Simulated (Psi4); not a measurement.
**GaHClF (SMILES [F][GaH][Cl]) at 4 levels**

We compute a comparison of 4 runs (HF/3-21G, B3LYP/6-31G*, UMP2.5/def2-SVPD) of GaHClF. 

Program for the calculation: Psi4 1.11.

### Step 1. The molecule

GaHClF: 4 atoms, total charge 0, spin state singlet. SMILES: `[F][GaH][Cl]`. The coordinates come from a PBE0-D4/def2-TZVP relaxation.

Bond lengths: F1–Ga2 1.744 Å, Ga2–Cl3 2.122 Å, Ga2–H4 1.541 Å. Angles: F1–Ga2–Cl3 113.4°, F1–Ga2–H4 120.8°, Cl3–Ga2–H4 125.8°.

### Step 2. Energy and forces at HF/3-21G (run 1)

File clfgah.py:

```python
import psi4

psi4.set_memory(1600000000)
psi4.set_num_threads(1)
psi4.set_output_file('psi4.out', False)

molecule = psi4.geometry("""
0 1
F     -1.686800     0.040400     0.266300
Ga     0.024200     0.133600    -0.059000
Cl     1.066200    -1.658900     0.391700
H      0.652000     1.424600    -0.619400
symmetry c1
""")

psi4.set_options({
    'basis': '3-21G',
    'puream': True,
    'e_convergence': 1e-09,
    'd_convergence': 1e-08,
    'scf_type': 'pk',
})

e_tot = psi4.gradient("hf", molecule=molecule)
print('gradient / Eh bohr^-1')
print(e_tot.np.round(6))
```

On the command line:

```bash
$ python clfgah.py
```

psi4.out:

```text
[...]
  Running in c1 symmetry.
[...]
  Nuclear repulsion =  256.152621511389611
[...]
  Multiplicity = 1
[...]
  Nalpha       = 29
  Nbeta        = 29
[...]
    Number of basis functions: 46
[...]
   @RHF iter   1: -2470.41204539941373   -4.37934e+00   1.52902e-02 ADIIS/DIIS
[...]
   @RHF iter  11: -2470.73130195928070    9.09495e-13   2.12600e-09 DIIS
[...]
  @RHF Final Energy: -2470.73130195928070
   => Energetics <=
    Nuclear Repulsion Energy =            256.1526215113896114
    One-Electron Energy =               -3957.0057235654512624
    Two-Electron Energy =                1230.1218000947810651
    Total Energy =                      -2470.7313019592806995
[...]
 Multipole Moments:
 ------------------------------------------------------------------------------------
     Multipole            Electronic (a.u.)      Nuclear  (a.u.)        Total (a.u.)
 ------------------------------------------------------------------------------------
 L = 1.  Multiply by 2.5417464519 to convert [e a0] to [Debye]
 Dipole X            :         -1.1788909            1.5237224            0.3448314
 Dipole Y            :          1.8701129           -0.8657645            1.0043484
 Dipole Z            :         -0.4543647            0.0430825           -0.4112822
 Magnitude           :                                                    1.1387614
[...]
  -Total Gradient:
     Atom            X                  Y                   Z
    ------   -----------------  -----------------  -----------------
       1       -0.033150291469    -0.003063166325     0.006742652557
       2        0.051676981625    -0.023202815030    -0.000693269298
       3       -0.017383037743     0.026657134484    -0.006380831350
       4       -0.001143652407    -0.000391153050     0.000331448090
[...]
```

Standard output:

```text
gradient / Eh bohr^-1
[[-0.03315  -0.003063  0.006743]
 [ 0.051677 -0.023203 -0.000693]
 [-0.017383  0.026657 -0.006381]
 [-0.001144 -0.000391  0.000331]]
```

Wall time 1.4 s (1 thread of Intel Xeon 6975P-C (Granite Rapids), shared host); peak memory 0.2 GiB.

### Step 3. Energy and forces at B3LYP/6-31G(d) (Cartesian functions) (run 2)

File calc.dat:

```
memory 1600 mb

molecule mol {
  0 1
  F     -1.686800     0.040400     0.266300
  Ga     0.024200     0.133600    -0.059000
  Cl     1.066200    -1.658900     0.391700
  H      0.652000     1.424600    -0.619400
  symmetry c1
}

set basis 6-31G*
set puream false
set e_convergence 1e-09
set d_convergence 1e-08
set scf_type pk
set dft_radial_points 99
set dft_spherical_points 590

result, w = gradient('b3lyp', return_wfn=True)
oeprop(w, 'MULLIKEN_CHARGES', 'WIBERG_LOWDIN_INDICES', 'LOWDIN_CHARGES', title='B3LYP')
```

On the command line:

```bash
$ psi4 -n 1 calc.dat calc.out
```

calc.out:

```text
[...]
  Running in c1 symmetry.
[...]
  Nuclear repulsion =  256.152621511389611
[...]
  Multiplicity = 1
[...]
  Nalpha       = 29
  Nbeta        = 29
[...]
    Number of basis functions: 71
[...]
   @RKS iter   1: -2483.26213228586039   -1.34492e+00   4.47846e-02 ADIIS/DIIS
[...]
   @RKS iter  12: -2485.35327615284132   -1.86446e-11   9.54083e-09 DIIS
[...]
  @RKS Final Energy: -2485.35327615284132
   => Energetics <=
    Nuclear Repulsion Energy =            256.1526215113896114
    One-Electron Energy =               -3969.0885341621778934
    Two-Electron Energy =                1319.5312472768148382
    DFT Exchange-Correlation Energy =     -91.9486107788678027
    Empirical Dispersion Energy =           0.0000000000000000
    VV10 Nonlocal Energy =                  0.0000000000000000
    Total Energy =                      -2485.3532761528413175
[...]
  -Total Gradient:
     Atom            X                  Y                   Z
    ------   -----------------  -----------------  -----------------
       1        0.001524233017    -0.000412766111    -0.000116814775
       2        0.005164402270    -0.005765092203     0.001142345784
       3       -0.005487850749     0.008053447881    -0.001887864453
       4       -0.001235627870    -0.001799947045     0.000841740622
[...]
```

It took 7.5 s on 1 thread of Intel Xeon 6975P-C (Granite Rapids), shared host; peak memory 0.62 GiB.

Run 3 isn't shown in full; the table further down has it.

### Step 4. The energy at UMP2.5/def2-SVPD (sfX2C, density fitting, density fitting for correlation) (run 4)

File job.in:

```
memory 1600 MB

molecule {
  0 1
  F
  Ga 1 1.744141
  Cl 2 2.12178 1 113.39105
  H 2 1.541059 1 120.81252 3 179.99618
  symmetry c1
}

set globals {
  basis def2-SVPD
  reference uhf
  freeze_core true
  mp_type df
  relativistic x2c
}

energy_value, wavefunction = energy("mp2.5", return_wfn=True)
```

On the command line:

```bash
$ psi4 job.in job.out -n 1
```

job.out:

```text
[...]
  Running in c1 symmetry.
[...]
  Nuclear repulsion =  256.152618064799697
[...]
  Multiplicity = 1
[...]
  Nalpha       = 29
  Nbeta        = 29
[...]
    Number of basis functions: 96
[...]
   @DF-UHF iter   1: -2497.45746979786600   -3.15179e+00   2.35608e-02 DIIS/ADIIS
[...]
   @DF-UHF iter  12: -2498.78713298395405   -5.00222e-12   2.90915e-09 DIIS
[...]
   @S^2 Observed:                6.750155990E-14
[...]
  @DF-UHF Final Energy: -2498.78713298395405
   => Energetics <=
    Nuclear Repulsion Energy =            256.1526180647996966
    One-Electron Energy =               -3987.5969355162810643
    Two-Electron Energy =                1232.6571844675270313
    Total Energy =                      -2498.7871329839545069
  UHF NO Occupations:
  HONO-2 :   27  A 2.0000000
  HONO-1 :   28  A 2.0000000
[...]
 Multipole Moments:
 ------------------------------------------------------------------------------------
     Multipole            Electronic (a.u.)      Nuclear  (a.u.)        Total (a.u.)
 ------------------------------------------------------------------------------------
 L = 1.  Multiply by 2.5417464519 to convert [e a0] to [Debye]
 Dipole X            :         -0.0001325            0.0000881           -0.0000444
 Dipole Y            :          1.6799904           -0.9990876            0.6809029
 Dipole Z            :         -0.7514922            1.4404714            0.6889792
 Magnitude           :                                                    0.9686697
[...]
	DF-SCS-MP2 Total Energy (a.u.)     : -2499.31476465847982
	DF-SOS-MP2 Total Energy (a.u.)     : -2499.29978247686768
	DF-SCS(N)-MP2 Total Energy (a.u.)  : -2499.07445346614395
[...]
	DF-MP2 Total Energy (a.u.)         : -2499.34472902170501
[...]
	DF-MP3 Total Energy (a.u.)         : -2499.33720115180358
[...]
```

Run time: 3.6 s. Hardware: 1 thread of Intel Xeon 6975P-C (Granite Rapids), shared host; peak memory 0.25 GiB.

### Step 5. Overview of the runs

| run | level | Cartesian functions | integration grid | energy (Eh) | HOMO energy (eV) | LUMO energy (eV) | HOMO–LUMO gap (eV) | wall time |
| --- | --- | --- | --- | --- | --- | --- | --- | --- |
| 1 | HF/3-21G | no | – | -2470.731302 | -12.65 | 1.15 | 13.80 | 1.4 s |
| 2 | B3LYP/6-31G* (Cartesian functions) | yes | 99 radial × 590 angular | -2485.353276 | -8.97 | -1.74 | 7.23 | 7.5 s |
| 3 | UMP2.5/def2-SVPD (density fitting, density fitting for correlation) | no | – | -2482.961916 | -12.80 | 1.14 | 13.94 | 3.6 s |
| 4 | UMP2.5/def2-SVPD (sfX2C, density fitting, density fitting for correlation) | no | – | -2499.340965 | -12.79 | 1.15 | 13.94 | 3.6 s |

### Step 6. What came out

```
                                           quantity           value
                                run 4: total energy  -2499.34097 Eh
         run 4: HOMO energy (Hartree–Fock orbitals)       -12.79 eV
         run 4: LUMO energy (Hartree–Fock orbitals)         1.15 eV
       run 4: HOMO–LUMO gap (Hartree–Fock orbitals)        13.94 eV
run 4: correlation energy (15 core orbitals frozen)      -553.8 mEh
```

Some runs of one species differ in core potentials or relativity; totals across that change don't compare. All runs together took 16 s, the longest 7.5 s.
